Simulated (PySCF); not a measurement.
# Cl4Cr (CrCl4): the cost of one run

Programs: PySCF 2.14.0, with routines of our own; each step states its level. All values are computed. Atoms count from 0.

## 1. The starting structure

5 atoms, charge 0, states of the metal's open shell are computed; geometry from: model geometry, bond lengths from ionic radii.

## 2. Ligand-field states: state-averaged CASSCF

Job settings and geometry (Å):

```
{"job": {"kind": "lf", "basis": {"metal": "x2c-TZVPall", "ligand": "x2c-SVPall"}, "nevpt": true}, "charge": 0, "metal": "Cr", "open_shell": "d2"}
Cr     0.000000     0.000000     0.000000
Cl     1.235529     1.235529     1.235530
Cl    -1.235529    -1.235529     1.235530
Cl    -1.235529     1.235529    -1.235530
Cl     1.235529    -1.235529    -1.235530
```

With the program's defaults for keys left out, this is: state-averaged CASSCF of the metal d shell, SC-NEVPT2 on the averaged canonical orbitals, state-interaction spin-orbit coupling.

Launch:

```sh
$ OMP_NUM_THREADS=1 python lf_run.py task.json out
```

This one command runs all jobs of the session in turn.

**Question.** How long does this first job take on 1 thread of Arm Neoverse V1, shared host, and how much memory does it need?

About 7.8 s, with a peak of 0.31 GiB.
